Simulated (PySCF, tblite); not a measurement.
# C4H9FSSi: geometry, infrared bands and NMR shifts

What infrared bands and NMR shifts should C4H9FSSi (`C/C=C(/[SiH2]F)SC`) show?

Programs: tblite 0.8.0 and PySCF 2.14.0, with density-fitted response routines of our own. Each step states its level of theory. These are calculated values for one molecule in the gas phase, unless marked as measured. Atoms count from 0, in the outputs and in this text.

### 1 The molecule as given

16 atoms, charge 0, multiplicity 1; geometry from: force field or distance geometry start.

Bonds of the start (Å): C0–C1 1.49, C1–C2 1.34, C2–Si3 1.84, Si3–F4 1.70, C2–S5 1.80, S5–C6 1.81, C0–H7 1.10, C0–H8 1.09, C0–H9 1.14, C1–H10 1.09, Si3–H11 1.47, Si3–H12 1.46, C6–H13 1.13, C6–H14 1.12, C6–H15 1.10.

### 2 Relaxing the molecule with GFN2-xTB

What the job is given:

```
{"job": {"kind": "relax", "xc": "GFN2-xTB", "basis": "xTB"}, "charge": 0, "multiplicity": 1}
C     -1.559800    -1.971400    -0.526200
C     -0.118300    -1.658400    -0.285300
C      0.227200    -0.382400    -0.076000
Si     1.989000     0.060400     0.223100
F      2.698200    -1.063100     1.287200
S     -1.085500     0.852700    -0.132200
C     -0.485500     2.532500     0.146700
H     -1.679700    -2.948800    -1.009900
H     -1.991300    -1.190100    -1.156100
H     -2.137000    -2.056400     0.448300
H      0.632900    -2.446200    -0.256400
H      2.000000     1.367500     0.893000
H      2.709800     0.113600    -1.050500
H     -0.918500     2.983000     1.083800
H     -0.899600     3.174800    -0.673000
H      0.610500     2.641200     0.113500
```

Run with:

```console
OMP_NUM_THREADS=1 python probes_run.py task.json out
```

This one command runs all jobs of the session in turn.

Standard output:

```text
step      E/eV     max force
  0    -622.32695    2.043
  1    -622.50646    1.285
  2    -622.57819    0.844
  3    -622.60270    0.643
  4    -622.65494    0.526
  5    -622.66889    0.433
  6    -622.69321    0.363
  7    -622.70648    0.324
  8    -622.71796    0.254
  9    -622.72490    0.235
 10    -622.73075    0.219
 11    -622.73605    0.195
 12    -622.74151    0.208
 13    -622.74651    0.172
 14    -622.75068    0.184
 15    -622.75481    0.258
 16    -622.75913    0.226
 17    -622.76248    0.151
 18    -622.76488    0.129
 19    -622.76726    0.142
 20    -622.77064    0.220
 21    -622.77530    0.247
 22    -622.77999    0.192
 23    -622.78319    0.145
 24    -622.78555    0.154
 25    -622.78851    0.182
 26    -622.79187    0.164
 27    -622.79457    0.107
 28    -622.79640    0.117
 29    -622.79809    0.123
 30    -622.80031    0.130
 31    -622.80335    0.147
 32    -622.80700    0.175
 33    -622.81121    0.202
 34    -622.81683    0.233
 35    -622.82543    0.275
 36    -622.83731    0.294
 37    -622.84678    0.288
 38    -622.84727    0.334
 39    -622.85988    0.196
 40    -622.86346    0.160
 41    -622.86892    0.196
 42    -622.87339    0.169
 43    -622.87821    0.165
 44    -622.88340    0.165
 45    -622.88860    0.172
 46    -622.89516    0.208
 47    -622.90025    0.166
 48    -622.90519    0.131
 49    -622.90715    0.154
 50    -622.91054    0.142
 51    -622.91307    0.167
 52    -622.91660    0.161
 53    -622.91871    0.080
 54    -622.91991    0.110
 55    -622.92059    0.074
 56    -622.92151    0.052
 57    -622.92257    0.054
 58    -622.92368    0.068
 59    -622.92429    0.055
 60    -622.92470    0.047
 61    -622.92507    0.034
 62    -622.92543    0.034
 63    -622.92566    0.035
 64    -622.92582    0.033
 65    -622.92597    0.034
 66    -622.92615    0.031
 67    -622.92633    0.029
 68    -622.92646    0.026
 69    -622.92660    0.028
 70    -622.92679    0.032
 71    -622.92709    0.030
 72    -622.92742    0.031
 73    -622.92766    0.029
 74    -622.92782    0.028
 75    -622.92795    0.031
 76    -622.92808    0.027
 77    -622.92821    0.026
 78    -622.92829    0.020
 79    -622.92833    0.015
 80    -622.92835    0.012
 81    -622.92839    0.013
 82    -622.92843    0.014
 83    -622.92847    0.016
 84    -622.92852    0.018
 85    -622.92858    0.019
 86    -622.92868    0.027
 87    -622.92884    0.032
 88    -622.92906    0.043
 89    -622.92927    0.044
 90    -622.92947    0.039
 91    -622.92973    0.047
 92    -622.92996    0.054
 93    -622.93044    0.057
 94    -622.93095    0.063
 95    -622.93185    0.063
 96    -622.93248    0.079
 97    -622.93197    0.205
 98    -622.93376    0.087
 99    -622.93437    0.056
100    -622.93486    0.045
101    -622.93529    0.071
102    -622.93584    0.064
103    -622.93647    0.055
104    -622.93717    0.050
105    -622.93721    0.073
106    -622.93773    0.053
107    -622.93791    0.045
108    -622.93821    0.025
109    -622.93842    0.027
110    -622.93853    0.034
111    -622.93866    0.032
112    -622.93878    0.027
113    -622.93893    0.030
114    -622.93911    0.035
115    -622.93927    0.027
116    -622.93938    0.021
117    -622.93945    0.018
118    -622.93952    0.021
119    -622.93961    0.021
120    -622.93971    0.028
121    -622.93982    0.026
122    -622.93992    0.025
123    -622.94002    0.023
124    -622.94010    0.018
125    -622.94015    0.018
126    -622.94021    0.018
127    -622.94029    0.025
128    -622.94043    0.032
129    -622.94060    0.034
130    -622.94081    0.028
131    -622.94102    0.033
132    -622.94124    0.033
133    -622.94143    0.026
134    -622.94153    0.015
135    -622.94157    0.009
```

Run time: 3.3 s. Hardware: 1 thread of Intel Xeon at 2.50GHz, shared host; peak memory 0.18 GiB.

Step by step: (not every step is listed)

```
step  energy from step 0 (eV)  largest force (eV/Å)
   0                   0.0000                2.0433
   1                  -0.1795                1.2854
   2                  -0.2512                0.8441
   3                  -0.2758                0.6431
   4                  -0.3280                0.5258
   5                  -0.3419                0.4332
   6                  -0.3663                0.3626
   7                  -0.3795                0.3240
   8                  -0.3910                0.2539
  20                  -0.4437                0.2199
  32                  -0.4801                0.1748
  44                  -0.5565                0.1648
  56                  -0.5946                0.0519
  68                  -0.5995                0.0259
  80                  -0.6014                0.0122
  92                  -0.6030                0.0539
 104                  -0.6102                0.0497
 116                  -0.6124                0.0214
 128                  -0.6135                0.0324
 130                  -0.6139                0.0278
 131                  -0.6141                0.0334
 132                  -0.6143                0.0333
 133                  -0.6145                0.0262
 134                  -0.6146                0.0152
 135                  -0.6146                0.0088
```

Close pairs (by a distance rule), those that changed most:

```
   bond  before (Å)  after (Å)  change (Å)
 Si3–F4       1.702      1.610      -0.092
  C0–H9       1.136      1.091      -0.045
 C6–H13       1.126      1.086      -0.041
 C2–Si3       1.841      1.881      +0.040
 C6–H14       1.121      1.086      -0.035
  C2–S5       1.803      1.781      -0.023
 C6–H15       1.102      1.085      -0.017
Si3–H11       1.469      1.456      -0.012
```

The next job starts from the end point, and lists it.

### 3 Harmonic vibrations with GFN2-xTB

What the job is given:

```
{"job": {"kind": "ir", "xc": "GFN2-xTB", "basis": "xTB"}, "charge": 0, "multiplicity": 1}
C     -1.584284    -2.059520    -0.516138
C     -0.228044    -1.545246    -0.183981
C      0.086263    -0.272537     0.078728
Si     1.830257     0.231381     0.572871
F      2.676947    -1.134552     0.667575
S     -1.206441     0.951978     0.082654
C     -0.304242     2.491906    -0.255351
H     -1.522346    -2.828308    -1.284296
H     -2.228411    -1.250764    -0.856291
H     -2.041355    -2.506154     0.367712
H      0.561581    -2.283584    -0.138124
H      1.883866     0.806614     1.909814
H      2.521710     1.014468    -0.443312
H      0.362864     2.732400     0.566785
H     -1.062979     3.262872    -0.353246
H      0.247014     2.397989    -1.185315
```

Standard output:

```text
mode    cm-1     km/mol
  1      44.0      6.57
  2      70.0      3.98
  3      97.9      1.59
  4     140.8      5.19
  5     167.8      0.42
  6     180.5      0.34
  7     191.6      0.03
  8     230.0      4.47
  9     266.5      1.94
 10     391.8      9.92
 11     426.9     16.07
 12     527.7    116.83
 13     565.4      5.85
 14     600.8     13.51
 15     728.2      1.61
 16     739.2    190.81
 17     764.0    263.90
 18     789.8      3.93
 19     815.6    222.54
 20     907.2     63.77
 21     935.6      1.00
 22     952.9     25.51
 23    1020.0      3.10
 24    1039.1     22.35
 25    1119.7      7.10
 26    1286.7     13.26
 27    1317.9      1.06
 28    1397.5      9.35
 29    1449.6      9.75
 30    1454.4      7.80
 31    1465.0      5.94
 32    1472.5      4.31
 33    1632.0     79.41
 34    2301.5    355.35
 35    2323.7    136.32
 36    2988.7     16.86
 37    3020.8     23.12
 38    3028.7     12.23
 39    3029.7     11.95
 40    3038.9      8.93
 41    3051.5      3.96
 42    3056.7     29.07
```

Run time: 1.9 s. Hardware: 1 thread of Intel Xeon at 2.50GHz, shared host; peak memory 0.18 GiB.

The strongest bands and the atoms that carry them (share of the mass-weighted mode):

```
cm⁻¹  km/mol                                  atoms
 528   116.8  H12 28 %, H11 25 %, C2 24 %, Si3 15 %
 739   190.8                     H12 53 %, H11 37 %
 764   263.9                     H11 46 %, H12 46 %
 816   222.5                      F4 56 %, Si3 39 %
 907    63.8                                C2 47 %
1632    79.4                       C1 54 %, C2 40 %
2302   355.4                     H12 68 %, H11 28 %
2324   136.3                     H11 69 %, H12 29 %
```

### 4 Shielding tensors: PBE0/pcSseg-1

Same as in step 3 but for these lines:

```diff
@@ -1,2 +1,2 @@
-{"job": {"kind": "ir", "xc": "GFN2-xTB", "basis": "xTB"}, "charge": 0, "multiplicity": 1}
+{"job": {"kind": "nmr", "xc": "PBE0", "basis": "pcSseg-1"}, "charge": 0, "multiplicity": 1}
 C     -1.584284    -2.059520    -0.516138
```

Method: GIAO PBE0/pcSseg-1 NMR shielding, non-relativistic, gas phase.

Standard output:

```text
coarse grid: 14264 points
cycle   1  E = -944.6802417482  dE =  5.955e-01  |g| = 5.988e-01  |ddm| = 3.653e+00
cycle   2  E = -944.6212671609  dE =  5.897e-02  |g| = 8.722e-01  |ddm| = 1.169e+00
cycle   3  E = -944.7474652460  dE = -1.262e-01  |g| = 8.351e-02  |ddm| = 7.114e-01
cycle   4  E = -944.7487005213  dE = -1.235e-03  |g| = 3.882e-02  |ddm| = 1.079e-01
cycle   5  E = -944.7490263122  dE = -3.258e-04  |g| = 1.470e-02  |ddm| = 4.340e-02
cycle   6  E = -944.7490767230  dE = -5.041e-05  |g| = 3.061e-03  |ddm| = 1.572e-02
cycle   7  E = -944.7490790047  dE = -2.282e-06  |g| = 5.799e-04  |ddm| = 3.219e-03
final grid: 128456 points
cycle   8  E = -944.7979807270  dE = -2.794e-05  |g| = 9.021e-03  |ddm| = 2.653e-02
cycle   9  E = -944.7979680250  dE =  1.270e-05  |g| = 1.130e-02  |ddm| = 1.919e-02
cycle  10  E = -944.7980012951  dE = -3.327e-05  |g| = 8.749e-04  |ddm| = 1.208e-02
cycle  11  E = -944.7980014930  dE = -1.979e-07  |g| = 2.406e-04  |ddm| = 1.274e-03
cycle  12  E = -944.7980015052  dE = -1.216e-08  |g| = 1.005e-04  |ddm| = 3.101e-04
cycle  13  E = -944.7980015076  dE = -2.419e-09  |g| = 2.905e-05  |ddm| = 1.191e-04
cycle  14  E = -944.7980015078  dE = -1.883e-10  |g| = 8.448e-06  |ddm| = 3.076e-05
converged SCF energy = -944.7980015078

GIAO shielding tensors (ppm)
atom      isotropic    diamagn.    paramagn.     s11        s22        s33       span
  0 C      167.834     248.910     -81.075    148.545    170.101    184.858     36.313
  1 C       41.918     254.231    -212.313    -75.685     36.155    165.283    240.968
  2 C       49.416     266.448    -217.032    -40.361     53.495    135.114    175.475
  3 Si     360.806     879.080    -518.274    323.518    334.353    424.546    101.028
  4 F      402.873     469.055     -66.181    369.932    405.506    433.182     63.251
  5 S      494.933    1058.231    -563.299    311.104    476.459    697.236    386.132
  6 C      168.948     253.311     -84.363    156.512    163.158    187.175     30.662
  7 H       29.821      28.036       1.785     25.583     27.400     36.479     10.896
  8 H       29.028      30.902      -1.874     23.940     31.028     32.117      8.177
  9 H       30.004      28.454       1.550     25.920     27.272     36.820     10.901
 10 H       25.208      33.023      -7.816     21.791     24.087     29.744      7.953
 11 H       26.242      29.387      -3.144     22.308     25.944     30.475      8.166
 12 H       26.290      29.735      -3.445     22.137     26.562     30.172      8.035
 13 H       29.405      30.930      -1.526     24.079     28.200     35.934     11.855
 14 H       29.712      29.246       0.466     24.742     26.752     37.642     12.900
 15 H       29.415      31.373      -1.958     24.731     27.472     36.042     11.312
```

Wall time 1.7 min (1 thread of Intel Xeon at 2.50GHz, shared host); peak memory 0.82 GiB.

The references, computed at this level on geometries of the same kind, shield at (ppm): ¹H TMS 31.72, ¹³C TMS 186.9, ²⁹Si TMS 349.2, ¹⁹F CFCl3 170.9, ³³S CS2 504. Their shielding less the atom's gives the shift. The references are single molecules in the gas phase, so shifts against H2O, NH3, PH3, H3PO4 or CFCl3 are not on the usual liquid scales and can be off by tens of ppm. Atoms listed in one row are averaged.

```
        atoms                              environment  σ (ppm)  δ (ppm)  δ scaled to CDCl3
           C1                                alkene CH     41.9    145.0              139.6
           C2          fully substituted alkene carbon     49.4    137.5              127.9
           C0                    allylic methyl carbon    167.8     19.1               16.7
           C6                methyl carbon bonded to S    168.9     18.0               11.2
          H10                 hydrogen on an alkene CH    25.21     6.51               6.24
     H11, H12     hydrogen on a silicon bonded to C, F    26.27     5.45                  –
H13, H14, H15  hydrogen on a methyl carbon bonded to S    29.51     2.21               2.19
   H7, H8, H9     hydrogen on an allylic methyl carbon    29.62     2.10               2.08
          Si3              silicon bonded to C, F, 2 H    360.8    -11.6                  –
           F4                    fluorine bonded to Si    402.9   -231.9                  –
           S5                           sulfide sulfur      495        9                  –
```

The scaled column applies a straight-line fit of computed shieldings to shifts measured in CDCl3, with any fitted terms for Cl, Br or S neighbours, and one for carbons that bear F (root-mean-square error 0.16 ppm for H, 1.9 ppm for C).

Charges from the same density, by scheme (e):

```
atoms  Mulliken    IAO  Hirshfeld  ESP fit
   C0     -0.22  -0.43      -0.12    -0.38
   C1     -0.16  -0.12      -0.04     0.05
   C2     -0.57  -0.43      -0.13    -0.26
  Si3      0.98   1.09       0.41     0.61
   F4     -0.43  -0.54      -0.20    -0.31
   S5      0.03   0.13       0.02    -0.10
   C6     -0.41  -0.51      -0.12    -0.43
```

Mayer bond orders: C0–C1 1.07, C1–C2 1.86, C2–Si3 0.82, Si3–F4 0.90, C2–S5 1.02, S5–C6 0.99.

The fields below are evaluated on a grid from the run's orbitals.

Frontier orbitals at PBE0/pcSseg-1, with the share of their density that lies nearest to each atom:

```
orbital  energy (eV)                                  lies on
   HOMO        -6.27                S5 55 %; C1 18 %; C2 10 %
   LUMO        -0.27  C1, C2 about 29 % each; S5 7 %; H10 7 %
```

ELF in a plane through or near 9 of the atoms.

Ten even steps from '0' (0.00) to '9' (1.00):
```
0000000000000000000000000000
0000000000000000000000000000
0000000000000000000000000000
0000000000000000000000000000
0000006996001342000000000000
0000039999115886005730000000
0000028998447997059981000000
0000002524783386079972000000
0000027863764572037225310000
0000048985115865468317520000
0000000100048456464622100000
0000000012115965579610000000
0000000144166220499950000000
0000000133041441069940000000
0000000011148686101100000000
0000000000048787300000000000
0000000000036653000000000000
0000000000001100000000000000
0000000000000000000000000000
0000000000000000000000000000
```
The map spans 11.8 Å across and 11.2 Å up, centred on the molecule. Atoms in the plane (x, y in Å): C0 (2.6, 0.6), C1 (1.5, -0.4), C2 (0.2, -0.2), Si3 (-1.0, -1.7), F4 (-0.1, -3.0), C6 (-2.1, 1.4), H8 (2.1, 1.6), H10 (1.9, -1.4), H14 (-2.5, 2.4).

On the surface of density 0.002 e/bohr³ the electrostatic potential runs, from the 1st to the 99th percentile, from -1.07 V near F4 to 1.18 V near H13.

### 5 Summary of results

| quantity | value |
| --- | --- |
| strongest single infrared mode (GFN2-xTB) | 2302 cm⁻¹, 355 km/mol |
| zero-point energy (GFN2-xTB) | 72.9 kcal/mol |
| ¹³C shifts against TMS (PBE0/pcSseg-1) | 145.0, 137.5, 19.1, 18.0 ppm |
| ¹H shifts against TMS (PBE0/pcSseg-1, means over atoms taken as alike) | 6.51, 5.45, 2.21, 2.10 ppm |
| ²⁹Si shifts against TMS (PBE0/pcSseg-1) | -11.6 ppm |
| ¹⁹F shifts against CFCl3 (PBE0/pcSseg-1) | -231.9 ppm |
| ³³S shifts against CS2 (PBE0/pcSseg-1) | 9 ppm |
| surface potential, 1st and 99th percentile | -1.07 V and 1.18 V |

In words: Relaxing lowered the energy by 0.615 eV in 135 steps; the close pair that moved most is Si3–F4, from 1.702 to 1.610 Å. No mode is imaginary among the 42: a minimum at this level. The strongest single mode, at 2302 cm⁻¹, moves mainly H12. Unscaled tight-binding wavenumbers are off by several per cent, some by more. Its intensities can rank the bands wrongly. The most deshielded hydrogen is H10 (hydrogen on an alkene CH), at 6.51 ppm: olefinic region. At PBE0/pcSseg-1: Shielding is most anisotropic at S5 (span 386 ppm, paramagnetic term -563 ppm).
